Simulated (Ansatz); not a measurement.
# TlGeH: the cost of one run

Method: DFT PBE, scalar-relativistic, plane waves, PAW, in Ansatz 0.2.0.

## 1. The system as given

It takes space group P-62m (No. 189, hexagonal). Conventional cell: a = 7.094 Å, b = 7.094 Å, c = 4.072 Å, α = 90.00°, β = 90.00°, γ = 120.00°. Around Tl (site symmetry m2m) lie 5 H at 2.94 to 2.95 Å and 6 Ge at 3.18 to 3.27 Å. Ge (site symmetry m2m) is surrounded by 4 H at 2.66 to 2.75 Å and 2 Ge at 2.96 Å. H (site symmetry -6) has 3 Ge at 2.75 Å and 6 Tl at 2.95 Å as nearest neighbours. Around H (site symmetry -62m) lie 6 Ge at 2.66 Å and 3 Tl at 2.94 Å.

Coordinates:

```cif
data_structure
_symmetry_space_group_name_H-M 'P 1'
_symmetry_Int_Tables_number 1
_cell_length_a 7.0938
_cell_length_b 7.0938
_cell_length_c 4.0718
_cell_angle_alpha 90.000
_cell_angle_beta 90.000
_cell_angle_gamma 120.000
_cell_volume 177.45
loop_
_atom_site_label
_atom_site_type_symbol
_atom_site_fract_x
_atom_site_fract_y
_atom_site_fract_z
_atom_site_occupancy
Tl1 Tl 0.41459 0.41459 0.50000 1
Tl2 Tl 0.58541 0.00000 0.50000 1
Tl3 Tl 0.00000 0.58541 0.50000 1
Ge1 Ge 0.75883 0.75883 0.00000 1
Ge2 Ge 0.24117 0.00000 0.00000 1
Ge3 Ge 0.00000 0.24117 0.00000 1
H1 H 0.66667 0.33333 0.00000 1
H2 H 0.33333 0.66667 0.00000 1
H3 H 0.00000 0.00000 0.50000 1
```

The cell is invented: species swapped into a database cell of LuAlAu (P-62m, No. 189), with Tl on the Lu sites, Ge on the Al sites and H on the Au sites. Its size is a rough estimate.

## 2. The guess as it stands, on a coarse mesh

Input file input.yaml:

```yaml
crystal:
  lattice:
    - [7.09382542, 0.0, 0.0]
    - [-3.54691271, 6.14343303, 0.0]
    - [0.0, 0.0, 4.07182781]
  atoms:
    - { symbol: Tl, position: [0.41458893, 0.41458893, 0.5] }
    - { symbol: Tl, position: [0.58541107, 0.0, 0.5] }
    - { symbol: Tl, position: [0.0, 0.58541107, 0.5] }
    - { symbol: Ge, position: [0.75882989, 0.75882989, 0.0] }
    - { symbol: Ge, position: [0.24117011, 0.0, 0.0] }
    - { symbol: Ge, position: [0.0, 0.24117011, 0.0] }
    - { symbol: H, position: [0.66666667, 0.33333333, 0.0] }
    - { symbol: H, position: [0.33333333, 0.66666667, 0.0] }
    - { symbol: H, position: [0.0, 0.0, 0.5] }
basis:
  ecutwfc: 420
kpoints:
  mp_grid: { grid: [3, 3, 4] }
hamiltonian:
  xc: pbe
scf:
  occupations: { method: gaussian, width: 0.1 }
  lower_state_search: "off"
output:
  forces: true
  stress: true
  eigenvalues: true
```

Started as:

```
ansatz run input.yaml --threads 1 --pin off --max-ram 2560MiB --backend cpu --events-out ev --progress --plain --runs-dir out
```

**Question.** How long does this run take on 1 thread of Intel Xeon at 2.70GHz, shared host, and how much memory does it need?

About 6 s, with a peak of 0.42 GiB.
